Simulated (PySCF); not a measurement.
# Ge₂Cl₄: magnetic properties

What do calculations give for the magnetic properties of Ge₂Cl₄?

Programs: PySCF 2.14.0, with routines of our own; each step states its level. All values are computed. Atoms count from 0.

## Step 1: The system as given

6 atoms, charge 0, multiplicity 1; geometry from: GFN2-xTB.

## Step 2: Magnetic properties: GIAO PBE/def2-SVP

Job settings and geometry (Å):

```
{"job": {"kind": "mag", "xc": "PBE", "basis": "def2-SVP"}, "charge": 0, "multiplicity": 1}
Ge    -1.581390    -0.765310    -0.942900
Cl    -1.361680    -2.219910     0.614620
Cl     0.812140    -0.496260    -1.458050
Ge     1.204580     1.578120    -0.191160
Cl     2.077320     0.673790     1.544290
Cl    -1.150970     1.229570     0.433190
```

With the program's defaults for keys left out, this is: GIAO PBE/def2-SVP magnetisability, rotational g tensor and spin-rotation constants, non-relativistic, gas phase.

On the command line:

```
$ OMP_NUM_THREADS=1 python excited_run.py task.json out
```

This one command runs all jobs of the session in turn.

What it wrote:

```text
coarse grid: 40096 points
cycle   1  E = -5992.3863992216  dE = -8.969e-01  |g| = 8.441e-01  |ddm| = 2.569e+00
cycle   2  E = -5991.7616309628  dE =  6.248e-01  |g| = 1.749e+00  |ddm| = 2.670e+00
cycle   3  E = -5992.5084337700  dE = -7.468e-01  |g| = 2.551e-01  |ddm| = 2.086e+00
cycle   4  E = -5992.5278374495  dE = -1.940e-02  |g| = 8.767e-02  |ddm| = 4.924e-01
cycle   5  E = -5992.5298359070  dE = -1.998e-03  |g| = 3.907e-02  |ddm| = 1.739e-01
cycle   6  E = -5992.5303918410  dE = -5.559e-04  |g| = 5.483e-03  |ddm| = 6.329e-02
cycle   7  E = -5992.5304023159  dE = -1.047e-05  |g| = 7.452e-04  |ddm| = 9.021e-03
cycle   8  E = -5992.5304024927  dE = -1.768e-07  |g| = 1.632e-04  |ddm| = 1.143e-03
final grid: 73064 points
cycle   9  E = -5992.5301823772  dE = -4.777e-08  |g| = 2.160e-04  |ddm| = 1.166e-03
cycle  10  E = -5992.5301823595  dE =  1.773e-08  |g| = 3.150e-04  |ddm| = 7.403e-04
cycle  11  E = -5992.5301823902  dE = -3.066e-08  |g| = 7.266e-05  |ddm| = 5.162e-04
cycle  12  E = -5992.5301823920  dE = -1.814e-09  |g| = 6.981e-06  |ddm| = 1.158e-04
cycle  13  E = -5992.5301823920  dE = -1.728e-11  |g| = 2.562e-06  |ddm| = 1.190e-05
converged SCF energy = -5992.5301823920

Magnetisability tensor (1e-30 J/T^2)
    -1753.68       -7.72       53.25
       -7.72    -1707.44      -90.65
       53.25      -90.65    -1659.91
isotropic -1707.01   principal values   -1798.04  -1745.74  -1577.25
isotropic susceptibility -102.799 1e-6 cm^3/mol

Inertial axes            a          b          c
rot. const./GHz      1.2320     0.4763     0.4564
chi total          -105.131    -94.985   -108.280
chi diamagnetic    -986.627  -2217.731  -2304.935
chi paramagnetic    881.496   2122.747   2196.655
quadrupole/D A        5.123     -3.559     -1.564
g nuclear            0.4843     0.4639     0.4629
g electronic        -0.5102    -0.4750    -0.4710
g total             -0.0259    -0.0111    -0.0081

Spin-rotation constants (kHz, H = +C I.J)
atom  isotope        aa         bb         cc
  1   35Cl        0.598      0.111      0.149
  2   35Cl        0.271      0.107      0.127
  4   35Cl        0.598      0.111      0.149
  5   35Cl        0.271      0.107      0.127
  0   73Ge*      -0.490     -0.100     -0.165
* in the singly substituted isotopologue
```

Wall time 20 s (1 thread of Arm Neoverse V2, shared host); peak memory 0.59 GiB.

In short:

```tsv
quantity	value
magnetisability	-1707·10⁻³⁰ J/T²
molar susceptibility	-102.8·10⁻⁶ cm³/mol
rotational g (a, b, c)	-0.0259, -0.0111, -0.0081
```

## Step 3: Magnetic properties: GIAO LC-wPBE/def2-SVP

Settings changed since step 2:

```diff
@@ -1,2 +1,2 @@
-{"job": {"kind": "mag", "xc": "PBE", "basis": "def2-SVP"}, "charge": 0, "multiplicity": 1}
+{"job": {"kind": "mag", "xc": "LC-wPBE", "basis": "def2-SVP"}, "charge": 0, "multiplicity": 1}
 Ge    -1.581390    -0.765310    -0.942900
```

Level: GIAO LC-wPBE/def2-SVP magnetisability, rotational g tensor and spin-rotation constants, non-relativistic, gas phase.

What it wrote:

```text
coarse grid: 40096 points
cycle   1  E = -5992.6767450417  dE = -1.087e+00  |g| = 7.608e-01  |ddm| = 2.509e+00
cycle   2  E = -5992.7309499115  dE = -5.420e-02  |g| = 7.173e-01  |ddm| = 1.567e+00
cycle   3  E = -5992.8142152506  dE = -8.327e-02  |g| = 4.588e-02  |ddm| = 5.914e-01
cycle   4  E = -5992.8149082017  dE = -6.930e-04  |g| = 1.609e-02  |ddm| = 7.885e-02
cycle   5  E = -5992.8150671698  dE = -1.590e-04  |g| = 4.274e-03  |ddm| = 4.387e-02
cycle   6  E = -5992.8150894516  dE = -2.228e-05  |g| = 1.245e-03  |ddm| = 2.150e-02
cycle   7  E = -5992.8150908196  dE = -1.368e-06  |g| = 4.840e-04  |ddm| = 5.510e-03
final grid: 73064 points
cycle   8  E = -5992.8146652944  dE = -1.455e-07  |g| = 4.551e-04  |ddm| = 2.053e-03
cycle   9  E = -5992.8146654066  dE = -1.122e-07  |g| = 3.018e-04  |ddm| = 1.034e-03
cycle  10  E = -5992.8146654319  dE = -2.530e-08  |g| = 5.522e-05  |ddm| = 4.178e-04
cycle  11  E = -5992.8146653711  dE =  6.086e-08  |g| = 3.035e-05  |ddm| = 1.564e-04
cycle  12  E = -5992.8146653718  dE = -7.203e-10  |g| = 4.492e-06  |ddm| = 1.495e-04
converged SCF energy = -5992.8146653718

Magnetisability tensor (1e-30 J/T^2)
    -1801.07        5.66       40.12
        5.66    -1773.04      -59.30
       40.12      -59.30    -1748.72
isotropic -1774.28   principal values   -1844.56  -1785.40  -1692.88
isotropic susceptibility -106.850 1e-6 cm^3/mol

Inertial axes            a          b          c
rot. const./GHz      1.2320     0.4763     0.4564
chi total          -107.519   -101.948   -111.082
chi diamagnetic    -988.484  -2217.926  -2305.399
chi paramagnetic    880.965   2115.978   2194.317
quadrupole/D A        6.853     -4.652     -2.200
g nuclear            0.4843     0.4639     0.4629
g electronic        -0.5099    -0.4735    -0.4705
g total             -0.0256    -0.0096    -0.0076

Spin-rotation constants (kHz, H = +C I.J)
atom  isotope        aa         bb         cc
  1   35Cl        0.522      0.073      0.127
  2   35Cl        0.191      0.095      0.090
  4   35Cl        0.522      0.073      0.127
  5   35Cl        0.192      0.096      0.090
  0   73Ge*      -0.483     -0.092     -0.159
* in the singly substituted isotopologue
```

It took 32 s on 1 thread of Arm Neoverse V2, shared host; peak memory 0.85 GiB.

In short:

```tsv
quantity	value
magnetisability	-1774·10⁻³⁰ J/T²
molar susceptibility	-106.8·10⁻⁶ cm³/mol
rotational g (a, b, c)	-0.0256, -0.0096, -0.0076
```

## Step 4: The levels compared

```tsv
level	ξ (10⁻³⁰ J/T²)	g(a)	g(b)	gap (eV)	functions	time
GIAO PBE/def2-SVP	-1707	-0.0259	-0.0111	3.55	136	20 s
GIAO LC-wPBE/def2-SVP	-1774	-0.0256	-0.0096	9.83	136	32 s
```

## Step 5: Outcome

```
                                          quantity                      value
       magnetisability (step 2, GIAO PBE/def2-SVP)           -1707·10⁻³⁰ J/T²
  molar susceptibility (step 2, GIAO PBE/def2-SVP)        -102.8·10⁻⁶ cm³/mol
rotational g (a, b, c) (step 2, GIAO PBE/def2-SVP)  -0.0259, -0.0111, -0.0081
                   magnetisability over the levels  -1774 to -1707·10⁻³⁰ J/T²
```

In words: Steps that list no spin-orbit terms leave them out, which matters at and beside the heavy atoms. The magnetisability spreads by 3.9 % over 2 levels, from GIAO LC-wPBE/def2-SVP (32 s) to GIAO PBE/def2-SVP (20 s); the runs took 20 s to 32 s. Two levels can agree by chance, so this spread shows no convergence. Vibrational averaging and real surroundings are missing from these values.
